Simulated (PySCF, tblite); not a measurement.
**TiH4O3, a small molecule taken as a stand-in for a surface group (titanium hydroxide): NMR shifts, core binding energies and electronic excitations**

Wanted: the NMR shifts, core binding energies and electronic excitations for `[OH][TiH]([OH])[OH]`.

Programs: tblite 0.8.0 and PySCF 2.14.0. All values are calculated, for the isolated system unless a continuum is named. Atoms count from 0, parts from 1.

## Step 1: Starting point

8 atoms, charge 0, multiplicity 1; geometry: distance geometry start.

## Step 2: Relaxing the cluster with GFN2-xTB

What the job is given:

```
{"job": {"kind": "relax", "xc": "GFN2-xTB", "basis": "xTB"}, "charge": 0, "multiplicity": 1}
O      1.762921     1.520781     0.133110
Ti    -0.053499     1.043557    -0.399874
O     -0.083087    -0.842555    -0.919669
O     -1.248796     1.339750     1.084576
H      2.538816     0.970527    -0.001850
H     -0.510124     1.975839    -1.678234
H     -0.015863    -1.573721    -0.292304
H     -1.837682     0.668307     1.472465
```

Level: GFN2-xTB geometry optimisation, gas phase.

Run with:

```console
OMP_NUM_THREADS=1 python cluster_run.py task.json out
```

The driver reads the jobs from task.json and runs them one after another.

Standard output:

```text
step      E/eV     max force
  0    -433.83267    2.086
  1    -434.00859    1.723
  2    -434.51238    1.749
  3    -434.60408    1.014
  4    -434.66201    0.610
  5    -434.67374    0.414
  6    -434.68053    0.125
  7    -434.68107    0.081
  8    -434.68147    0.077
  9    -434.68352    0.123
 10    -434.68706    0.169
 11    -434.69155    0.259
 12    -434.69443    0.238
 13    -434.69704    0.139
 14    -434.69917    0.180
 15    -434.70255    0.222
 16    -434.70712    0.317
 17    -434.71265    0.319
 18    -434.71697    0.173
 19    -434.71851    0.202
 20    -434.71648    0.506
 21    -434.72148    0.137
 22    -434.72292    0.117
 23    -434.73031    0.628
 24    -434.73516    0.127
 25    -434.73768    0.050
 26    -434.73820    0.276
 27    -434.73915    0.065
 28    -434.73938    0.055
 29    -434.74002    0.060
 30    -434.74055    0.061
 31    -434.74165    0.055
 32    -434.74244    0.057
 33    -434.74269    0.035
 34    -434.74281    0.097
 35    -434.74299    0.056
 36    -434.74349    0.082
 37    -434.74394    0.125
 38    -434.74474    0.144
 39    -434.74566    0.135
 40    -434.74653    0.069
 41    -434.74702    0.060
 42    -434.74726    0.085
 43    -434.74738    0.042
 44    -434.74749    0.050
 45    -434.74782    0.076
 46    -434.74814    0.066
 47    -434.74827    0.048
 48    -434.74836    0.030
 49    -434.74840    0.016
 50    -434.74842    0.017
 51    -434.74844    0.026
 52    -434.74847    0.033
 53    -434.74852    0.041
 54    -434.74859    0.039
 55    -434.74866    0.031
 56    -434.74870    0.015
 57    -434.74871    0.014
 58    -434.74873    0.014
 59    -434.74876    0.029
 60    -434.74882    0.043
 61    -434.74890    0.044
 62    -434.74895    0.024
 63    -434.74897    0.010
 64    -434.74897    0.009
 65    -434.74898    0.009
 66    -434.74899    0.013
 67    -434.74902    0.016
 68    -434.74905    0.017
 69    -434.74907    0.012
 70    -434.74908    0.012
 71    -434.74909    0.012
 72    -434.74911    0.014
 73    -434.74914    0.024
 74    -434.74922    0.050
 75    -434.74936    0.087
 76    -434.74955    0.086
 77    -434.74929    0.174
 78    -434.75010    0.092
 79    -434.75026    0.057
 80    -434.75033    0.058
 81    -434.75039    0.015
 82    -434.75039    0.040
 83    -434.75042    0.007
```

Run time: 0.68 s. Hardware: 1 thread of AMD EPYC 7R43, shared host.

The steps of the relaxation:

| step | energy from step 0 (eV) | largest force (eV/Å) |
| --- | --- | --- |
| 0 | 0.0000 | 2.0864 |
| 3 | -0.7714 | 1.0134 |
| 6 | -0.8479 | 0.1248 |
| 9 | -0.8508 | 0.1228 |
| 12 | -0.8618 | 0.2384 |
| 15 | -0.8699 | 0.2219 |
| 18 | -0.8843 | 0.1726 |
| 21 | -0.8888 | 0.1378 |
| 24 | -0.9025 | 0.1269 |
| 27 | -0.9065 | 0.0653 |
| 30 | -0.9079 | 0.0614 |
| 33 | -0.9100 | 0.0344 |
| 36 | -0.9108 | 0.0816 |
| 39 | -0.9130 | 0.1348 |
| 42 | -0.9146 | 0.0854 |
| 45 | -0.9151 | 0.0762 |
| 48 | -0.9157 | 0.0302 |
| 51 | -0.9158 | 0.0257 |
| 54 | -0.9159 | 0.0395 |
| 57 | -0.9160 | 0.0145 |
| 60 | -0.9162 | 0.0435 |
| 63 | -0.9163 | 0.0095 |
| 66 | -0.9163 | 0.0128 |
| 69 | -0.9164 | 0.0127 |
| 72 | -0.9164 | 0.0137 |
| 75 | -0.9167 | 0.0865 |
| 78 | -0.9174 | 0.0915 |
| 81 | -0.9177 | 0.0153 |
| 83 | -0.9178 | 0.0075 |

Close pairs (by a distance rule), those that changed most:

| bond | before (Å) | after (Å) | change (Å) |
| --- | --- | --- | --- |
| Ti1–O2 | 1.957 | 1.720 | -0.237 |
| O0–Ti1 | 1.952 | 1.719 | -0.233 |
| Ti1–O3 | 1.929 | 1.720 | -0.208 |
| Ti1–H5 | 1.647 | 1.599 | -0.048 |
| O3–H7 | 0.974 | 0.960 | -0.014 |
| O2–H6 | 0.966 | 0.960 | -0.006 |
| O0–H4 | 0.961 | 0.960 | -0.001 |

## Step 3: Optimising the geometry at PBE0-D3(BJ)/def2-SVP

What the job is given:

```
{"job": {"xc": "PBE0", "basis": "def2-SVP", "d3": "d3bj", "grid": 2, "kind": "geom", "shake": 0.01}, "charge": 0, "multiplicity": 1}
O      1.452022     0.755881     0.201541
Ti    -0.112966     0.191463    -0.298957
O     -0.043441    -1.453792    -0.792819
O     -1.245070     0.413672     0.941499
H      2.363949     0.719445     0.395977
H     -0.576857     1.060058    -1.564138
H     -0.238097    -2.385128    -0.729940
H     -1.553463     0.669849     1.818937
```

Standard output:

```text
step   0  E = -1076.94906638  max force = 0.037631
step   1  E = -1076.95579536  max force = 0.021934
step   2  E = -1076.95839716  max force = 0.005530
step   3  E = -1076.95852600  max force = 0.001688
step   4  E = -1076.95876716  max force = 0.005370
step   5  E = -1076.95905733  max force = 0.008892
step   6  E = -1076.95927389  max force = 0.006782
step   7  E = -1076.95935234  max force = 0.002176
step   8  E = -1076.95938048  max force = 0.000760
step   9  E = -1076.95938793  max force = 0.000907
step  10  E = -1076.95939767  max force = 0.000471
step  11  E = -1076.95940383  max force = 0.000392
optimisation converged
```

Wall time 50 s (1 thread of AMD EPYC 7R43, shared host); peak memory 0.47 GiB.

The steps of the relaxation:

| step | energy from step 0 (eV) | largest force component (eV/Å) |
| --- | --- | --- |
| 0 | 0.0000 | 1.9351 |
| 1 | -0.1831 | 1.1279 |
| 2 | -0.2539 | 0.2844 |
| 3 | -0.2574 | 0.0868 |
| 4 | -0.2640 | 0.2761 |
| 5 | -0.2719 | 0.4572 |
| 6 | -0.2778 | 0.3487 |
| 7 | -0.2799 | 0.1119 |
| 8 | -0.2807 | 0.0391 |
| 9 | -0.2809 | 0.0466 |
| 10 | -0.2811 | 0.0242 |
| 11 | -0.2813 | 0.0202 |

Distances of close pairs at the start and the end, largest changes first:

| bond | before (Å) | after (Å) | change (Å) |
| --- | --- | --- | --- |
| Ti1–H5 | 1.603 | 1.692 | +0.089 |
| Ti1–O3 | 1.694 | 1.768 | +0.074 |
| Ti1–O2 | 1.719 | 1.769 | +0.050 |
| O0–Ti1 | 1.737 | 1.770 | +0.033 |
| O0–H4 | 0.933 | 0.961 | +0.028 |
| O2–H6 | 0.954 | 0.961 | +0.008 |
| O3–H7 | 0.965 | 0.961 | -0.004 |

The final coordinates are the input of the step that follows.

| at the end point | value |
| --- | --- |
| point group (found at 0.08 Å tolerance) | C3 |
| rotational constants (GHz, main isotopes) | 5.709, 5.694, 3.193 |
| dipole moment (D) | 2.56 |

## Step 4: Nuclear shieldings: PBE0/pcSseg-2

What the job is given:

```
{"job": {"kind": "nmr", "xc": "PBE0", "basis": "pcSseg-2"}, "charge": 0, "multiplicity": 1}
O      1.482522     0.825018     0.320794
Ti    -0.061191     0.130807    -0.196478
O      0.072843    -1.516117    -0.829019
O     -1.359276     0.333530     0.987219
H      2.410567     0.593822     0.226938
H     -0.537203     1.066538    -1.523528
H     -0.458108    -2.316559    -0.795515
H     -1.504080     0.854289     1.781822
```

Level: GIAO PBE0/pcSseg-2 NMR shielding, non-relativistic, gas phase.

Standard output:

```text
coarse grid: 32880 points
cycle   1  E = -1076.9581587397  dE =  2.162e-01  |g| = 1.534e+00  |ddm| = 2.308e+00
cycle   2  E = -1069.8684159786  dE =  7.090e+00  |g| = 7.459e+00  |ddm| = 2.279e+00
cycle   3  E = -1077.1891282866  dE = -7.321e+00  |g| = 9.999e-01  |ddm| = 1.832e+00
cycle   4  E = -1077.3445829077  dE = -1.555e-01  |g| = 3.568e-01  |ddm| = 6.292e-01
cycle   5  E = -1077.3680874883  dE = -2.350e-02  |g| = 4.414e-02  |ddm| = 1.778e-01
cycle   6  E = -1077.3685105716  dE = -4.231e-04  |g| = 1.012e-02  |ddm| = 3.195e-02
cycle   7  E = -1077.3685254893  dE = -1.492e-05  |g| = 1.232e-03  |ddm| = 4.603e-03
cycle   8  E = -1077.3685260925  dE = -6.032e-07  |g| = 1.984e-04  |ddm| = 1.864e-03
final grid: 68368 points
cycle   9  E = -1077.3685427354  dE = -1.366e-07  |g| = 2.717e-04  |ddm| = 1.245e-03
cycle  10  E = -1077.3685427004  dE =  3.501e-08  |g| = 5.129e-04  |ddm| = 3.752e-04
cycle  11  E = -1077.3685427479  dE = -4.751e-08  |g| = 1.022e-04  |ddm| = 2.403e-04
cycle  12  E = -1077.3685427496  dE = -1.766e-09  |g| = 3.216e-05  |ddm| = 4.520e-05
cycle  13  E = -1077.3685427498  dE = -1.467e-10  |g| = 1.329e-05  |ddm| = 1.575e-05
converged SCF energy = -1077.3685427498

GIAO shielding tensors (ppm)
atom      isotropic    diamagn.    paramagn.     s11        s22        s33       span
  0 O       -2.665     394.766    -397.431   -369.645     28.142    333.509    703.154
  1 Ti    -377.747    1607.401   -1985.148   -517.985   -514.698   -100.559    417.426
  2 O       -2.785     394.795    -397.579   -368.466     26.512    333.601    702.067
  3 O       -2.053     394.881    -396.934   -366.910     26.752    334.000    700.910
  4 H       24.175      31.256      -7.081     17.251     24.214     31.060     13.809
  5 H       26.296      27.105      -0.808     18.479     30.197     30.214     11.734
  6 H       24.181      31.251      -7.069     17.274     24.196     31.074     13.799
  7 H       24.219      31.259      -7.040     17.311     24.176     31.172     13.861
```

Wall time 30 s (1 thread of AMD EPYC 7R43, shared host); peak memory 1 GiB.

Shifts follow as δ = σ(reference) − σ, with reference shieldings (ppm) from runs at the same level and on the same kind of geometry: $^{1}$H TMS 31.25, $^{17}$O H2O 328.2. The references are single molecules in the gas phase, so shifts against H2O, NH3, PH3, H3PO4 or CFCl3 are not on the usual liquid scales and can be off by tens of ppm. Atoms listed in one row are averaged.

| atoms | environment | σ (ppm) | δ (ppm) |
| --- | --- | --- | --- |
| H4, H6, H7 | hydrogen on an oxygen bonded to Ti | 24.19 | 7.05 |
| H5 | hydrogen on a Ti bonded to 3 O | 26.30 | 4.95 |
| O0, O2, O3 | oxygen bonded to Ti, H | -2.5 | 330.7 |
| Ti1 | Ti bonded to 3 O, H | -378 | – |

The run also stored atomic charges by several schemes (e):

| atoms | Mulliken | IAO | Hirshfeld | ESP fit |
| --- | --- | --- | --- | --- |
| O0, O2, O3 | -0.64 | -0.74 | -0.34 | -0.79 |
| Ti1 | 1.39 | 1.38 | 0.65 | 1.28 |

Mayer bond orders: O0–Ti1 0.97, Ti1–O2 0.97, Ti1–O3 0.97.

Orbitals, density, ELF and potential are computed afterwards from the orbital file.

Frontier orbitals at PBE0/pcSseg-2, with the share of their density that lies nearest to each atom:

| orbital | energy (eV) | lies on |
| --- | --- | --- |
| HOMO | -8.08 | H5 77 %; Ti1 20 % |
| LUMO | -1.14 | Ti1 73 %; O0 8 %; H5 7 % |

ELF in a plane through or near 5 of the atoms.

Ten even steps from '0' (0.00) to '9' (0.92):
```
0000000000000000000000000000
0000000000000000000000000000
0000000000000000000000000000
0000000000111110000000000000
0000000015765665200000000000
0000000028998997410000000000
0000000015884398300000000000
0000000002688875000000000000
0000000000354310013332100000
0000000000005885377898510000
0000001356524884694998610000
0000002689685210786874200000
0000002688458500689862000000
0000001368986400357641000000
0000000138994100001100000000
0000000015752000000000000000
0000000000000000000000000000
0000000000000000000000000000
0000000000000000000000000000
0000000000000000000000000000
```
The map spans 10.1 Å across and 9.5 Å up, centred on the molecule. Atoms in the plane (x, y in Å): O0 (-0.4, 1.7), O2 (-1.3, -1.2), O3 (1.6, -0.5), H4 (-1.1, 2.1), H7 (2.4, -0.1).

On the surface of density 0.002 e/bohr³ the electrostatic potential runs, from the 1st to the 99th percentile, from -1.06 V near O0 to 2.68 V near H6.

## Step 5: X-ray photoelectron lines: SCAN, X2C

Same as in step 4 but for these lines:

```diff
@@ -1,2 +1,2 @@
-{"job": {"kind": "nmr", "xc": "PBE0", "basis": "pcSseg-2"}, "charge": 0, "multiplicity": 1}
+{"job": {"kind": "xps", "holes": 5}, "charge": 0, "multiplicity": 1}
 O      1.482522     0.825018     0.320794
```

Method: delta-SCF UKS SCAN, pcX-2 on the ionised atom, pcseg-1 elsewhere, spin-free X2C.

Standard output:

```text
ground state, core basis on atom 0 (O), 124 functions
  cycle   1  E = -1081.16200036  |g| = 1.44e+00
  cycle   2  E = -1069.92709787  |g| = 7.40e+00
  cycle   3  E = -1081.33218521  |g| = 1.02e+00
  cycle   4  E = -1081.45344345  |g| = 6.28e-01
  cycle   5  E = -1081.54871253  |g| = 1.64e-01
  cycle   6  E = -1081.55338200  |g| = 8.62e-02
  cycle   7  E = -1081.55474177  |g| = 3.84e-02
  cycle   8  E = -1081.55511665  |g| = 2.48e-03
  cycle   9  E = -1081.55511853  |g| = 7.95e-04
  cycle  10  E = -1081.55511771  |g| = 2.36e-04
  E(ground) = -1081.46782783 Eh
hole in O 1s of atom 0
  cycle   1  E = -1060.94435373  |g| = 2.23e+00
  cycle   2  E = -1060.30944714  |g| = 2.33e+00
  cycle   3  E = -1061.27283586  |g| = 9.52e-01
  cycle   4  E = -1060.02233432  |g| = 2.27e+00
  cycle   5  E = -1061.51612811  |g| = 8.18e-01
  cycle   6  E = -1061.74299318  |g| = 2.77e-01
  cycle   7  E = -1061.76988608  |g| = 1.35e-01
  cycle   8  E = -1061.77795231  |g| = 2.29e-02
  cycle   9  E = -1061.77820051  |g| = 4.71e-03
  cycle  10  E = -1061.77820750  |g| = 3.89e-03
  cycle  11  E = -1061.77821709  |g| = 3.77e-04
  E(ion) = -1061.69381979 Eh   <S^2> = 0.7621   hole on atom = 1.000   binding energy = 538.078 eV
```

Run time: 3.7 s. Hardware: 1 thread of AMD EPYC 7R43, shared host; peak memory 0.5 GiB.

The holes in one table. −ε is the ground-state orbital energy:

| hole | stands for | environment | ΔSCF (eV) | −ε (eV) | ⟨S²⟩ |
| --- | --- | --- | --- | --- | --- |
| O1s on O0 | O0, O2, O3 | oxygen bonded to Ti, H | 538.08 | 516.8 | 0.762 |

Each hole run stands for the others of its class of like atoms.

## Step 6: TDDFT and polarisability: CAM-B3LYP/def2-SVPD

Same as in step 5 but for these lines:

```diff
@@ -1,2 +1,2 @@
-{"job": {"kind": "xps", "holes": 5}, "charge": 0, "multiplicity": 1}
+{"job": {"kind": "uv", "xc": "CAM-B3LYP", "basis": "def2-SVPD", "nstates": 6, "ntriplets": 2, "ip": true}, "charge": 0, "multiplicity": 1}
 O      1.482522     0.825018     0.320794
```

With the program's defaults for keys left out, this is: TDDFT CAM-B3LYP/def2-SVPD, vertical, gas phase, core orbitals frozen in the response.

Standard output:

```text
coarse grid: 32880 points
cycle   1  E = -1076.9884244659  dE =  1.023e-01  |g| = 1.400e+00  |ddm| = 3.154e+00
cycle   2  E = -1073.2469071899  dE =  3.742e+00  |g| = 5.143e+00  |ddm| = 3.914e+00
cycle   3  E = -1077.3239368465  dE = -4.077e+00  |g| = 6.107e-01  |ddm| = 2.656e+00
cycle   4  E = -1077.3844095072  dE = -6.047e-02  |g| = 2.194e-01  |ddm| = 5.996e-01
cycle   5  E = -1077.3960425906  dE = -1.163e-02  |g| = 2.536e-02  |ddm| = 2.632e-01
cycle   6  E = -1077.3962146763  dE = -1.721e-04  |g| = 7.361e-03  |ddm| = 2.961e-02
cycle   7  E = -1077.3962350404  dE = -2.036e-05  |g| = 1.183e-03  |ddm| = 1.809e-02
cycle   8  E = -1077.3962364102  dE = -1.370e-06  |g| = 3.272e-04  |ddm| = 6.827e-03
final grid: 68368 points
cycle   9  E = -1077.3962007611  dE = -5.387e-08  |g| = 4.188e-04  |ddm| = 1.476e-03
cycle  10  E = -1077.3962006904  dE =  7.072e-08  |g| = 7.594e-04  |ddm| = 1.004e-03
cycle  11  E = -1077.3962008020  dE = -1.116e-07  |g| = 6.018e-05  |ddm| = 5.587e-04
cycle  12  E = -1077.3962008030  dE = -9.900e-10  |g| = 3.916e-05  |ddm| = 1.090e-04
cycle  13  E = -1077.3962008036  dE = -6.207e-10  |g| = 9.798e-06  |ddm| = 8.834e-05
converged SCF energy = -1077.3962008036

Static polarisability (au): isotropic 51.312, principal 49.654 52.127 52.154

Singlet excitations
state   eV       nm        f      main configurations
  1   4.5856    270.4   0.00286   H->L 0.96
  2   4.5953    269.8   0.00292   H->L+1 0.96
  3   5.7775    214.6   0.00802   H->L+4 0.88
  4   5.7872    214.2   0.00811   H->L+5 0.88
  5   6.4603    191.9   0.00041   H-1->L 0.82
  6   6.4745    191.5   0.00047   H-1->L+1 0.80

Triplet excitations (Tamm-Dancoff, eV): 4.1531 4.1618
Vertical ionisation energy (delta-SCF) = 10.5740 eV
Vertical electron affinity (delta-SCF) = -0.3303 eV
```

Run time: 39 s. Hardware: 1 thread of AMD EPYC 7R43, shared host; peak memory 0.67 GiB.

Frontier orbitals and where they lie:

| orbital | eV | atoms |
| --- | --- | --- |
| HOMO−3 | -11.37 | O2 46 %, O3 26 %, O0 11 % |
| HOMO−2 | -11.35 | O0 44 %, O3 27 %, O2 12 % |
| HOMO−1 | -11.08 | O0 31 %, O3 30 %, O2 29 % |
| HOMO | -9.64 | H5 48 %, Ti1 43 % |
| LUMO | -0.15 | Ti1 78 %, O0 9 %, O3 5 % |
| LUMO+1 | -0.14 | Ti1 78 %, O2 8 %, O3 6 % |
| LUMO+2 | 0.24 | Ti1 69 %, O3 6 %, O2 6 % |

With each of the 6 states as a Gaussian band of 0.4 eV half-width at 1/e, the curve within the window shown has maxima at 270 nm (ε 230), 214 nm (ε 650) L/(mol cm). Beyond the last state computed it falls off for lack of states. The curve at chosen wavelengths:

```
 nm  ε (L/mol/cm)
183            21
188            43
193            85
198           183
203           354
209           574
214           655
219           596
224           446
229           283
234           161
239            97
244            82
250           110
255           151
260           193
265           223
270           234
275           224
280           198
285           163
291           118
296            85
301            58
306            38
311            24
```

Ground-state properties from the same run:

| property | computed |
| --- | --- |
| dipole moment (D) | 2.23 |
| polarisability (Å³) | 7.60 |
| HOMO–LUMO gap (eV) | 9.49 |
| −ε(HOMO) (eV) | 9.64 |

## Step 7: Outcome

| quantity | value |
| --- | --- |
| point group | C3 |
| rotational constants (main isotopes) | 5.71, 5.69, 3.19 GHz |
| $^{1}$H shifts against TMS (PBE0/pcSseg-2, means over atoms taken as alike) | 7.05, 4.95 ppm |
| $^{17}$O shifts against H2O (PBE0/pcSseg-2, means over atoms taken as alike) | 330.7 ppm |
| shieldings of Ti (PBE0/pcSseg-2) | Ti1 -377.7 ppm |
| surface potential, 1st and 99th percentile | -1.06 V and 2.68 V |
| O1s binding energies, SCAN/pcX-2 | O0 538.08 eV |
| lowest singlet (CAM-B3LYP/def2-SVPD) | 4.59 eV (270 nm), f = 0.003 |
| brightest single state of those computed | state 4, 5.79 eV, f = 0.008 |
| lowest triplet | 4.15 eV |
| vertical ionisation energy (ΔSCF) | 10.57 eV |
| vertical electron affinity (ΔSCF) | -0.33 eV (unbound: the value hangs on the basis) |

What this shows: The optimisation took 11 steps and gained 0.281 eV; among the close pairs (by a distance rule), Ti1–H5 changed most, from 1.603 to 1.692 Å (PBE0/def2-SVP). At PBE0/pcSseg-2: Shielding is most anisotropic at O0, O2, O3 (span 702 ppm, paramagnetic term -397 ppm). The first singlet state (HOMO→LUMO 0.96) lies at 4.59 eV and is weak; of the 6 states computed, the strongest absorption comes from states 3 to 4 together at 5.79 eV. The lowest triplet lies 0.43 eV below the lowest singlet (triplets in Tamm-Dancoff, singlets in full TDDFT). The orbital energy would give 9.64 eV for ionisation, ΔSCF gives 10.57 eV.
